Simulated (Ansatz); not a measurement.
Born–Oppenheimer molecular dynamics of a periodic cell of 24 atoms, Li3BiB2O6 (host Li3BiB2O6, host structure P-1). It starts from an unrelaxed structure (largest force component 1.16 eV/Å).

The calculation used DFT r2SCAN-D3(BJ), scalar-relativistic, plane waves, PAW in Ansatz 0.2.0. Settings: cutoff 500 eV, k mesh 2x1x1, fermi-dirac smearing 0.05 eV, no spin polarisation.

| Quantity | Value |
| --- | --- |
| ensemble | NPT, Langevin |
| time step | 1 fs |
| steps asked | 20 |
| set temperature | 1200 K |
| friction | 0.02 /fs |
| pressure | 0 GPa |
| seed | 716070 |

First frame:

```xyz
24
Lattice="5.2085 0.0000 0.0000 0.2073 7.2583 0.0000 0.3478 2.8901 7.9592" Properties=species:S:1:pos:R:3
Li 0.973 0.765 0.637
Li 2.088 9.018 5.866
Li 1.867 2.808 2.974
Li 3.897 7.341 4.985
Li 3.676 1.130 2.093
Li 4.791 9.384 7.322
B 1.248 7.498 3.459
B 1.929 5.233 0.648
B 3.835 4.915 7.311
B 4.515 2.651 4.500
Bi 1.213 5.225 5.675
Bi 4.551 4.923 2.284
O 0.674 3.093 4.634
O 1.476 4.435 1.768
O 1.400 8.854 7.817
O 1.900 7.265 4.724
O 1.920 8.134 2.425
O 2.430 4.861 7.531
O 3.333 5.287 0.428
O 3.843 2.015 5.534
O 3.864 2.884 3.235
O 4.364 1.294 0.142
O 4.287 5.714 6.191
O 5.090 7.055 3.325
```

Task: What does the run give?

Result: All steps were run.

- steps done: 20
- time covered: 20 fs
- mean temperature over the second half: 970 K
- spread of the potential energy over the second half: 4.7 meV per atom
- mean potential energy of the second half above the start: 88.8 meV per atom
- mean pressure over the second half: -4.3 GPa

The conserved energy stayed within 0.29 meV per atom of its start (net change 0.1 meV per atom), so the integration is sound. The mean temperature of the second half is 19 % below the set value. A run of 0.02 ps of so small a system gives no equilibrium averages. Limits of this set-up: coarse k mesh. The cell's volume went from 301 to 295 Å³.

Task: What happens to the structure?

Result: Mean squared displacements from the first frame to the last, about the centre of mass, the cell's change included: Li 0.05 Å², B 0.02 Å², Bi 0.00 Å², O 0.04 Å². The details hang on the random start.

Task: How do temperature and energy run in time?

Result: 
```tsv
time (fs)	T (K)	potential energy less start (eV)	conserved less start (meV/atom)	P (GPa)	volume (Å³)
0.0	1150	0.000	0.00	-9.7	300.9
1.0	1132	0.088	0.03	-9.9	300.9
2.0	1075	0.239	0.07	-10.0	300.9
3.0	1034	0.447	0.09	-10.0	300.9
4.0	971	0.703	0.10	-9.8	300.9
5.0	958	1.005	0.12	-9.5	300.8
6.0	849	1.323	0.15	-9.1	300.7
7.0	759	1.602	0.24	-8.7	300.5
8.0	747	1.815	0.28	-8.1	300.2
9.0	781	1.965	0.27	-7.6	299.9
10.0	763	2.067	0.28	-7.0	299.6
11.0	830	2.104	0.14	-6.5	299.2
12.0	857	2.086	0.04	-5.9	298.8
13.0	969	2.046	-0.11	-5.3	298.4
14.0	1087	2.008	-0.16	-4.7	298.0
15.0	1115	2.009	-0.23	-4.2	297.6
16.0	1055	2.062	-0.29	-3.7	297.1
17.0	1005	2.147	-0.15	-3.2	296.4
18.0	989	2.233	-0.09	-2.7	295.8
19.0	992	2.317	0.01	-2.2	295.2
20.0	1009	2.352	0.10	-1.9	294.7
```

Time of the run: 10 min on 1 thread of Arm Neoverse V2, on a shared host, peak memory 1.3 GiB.
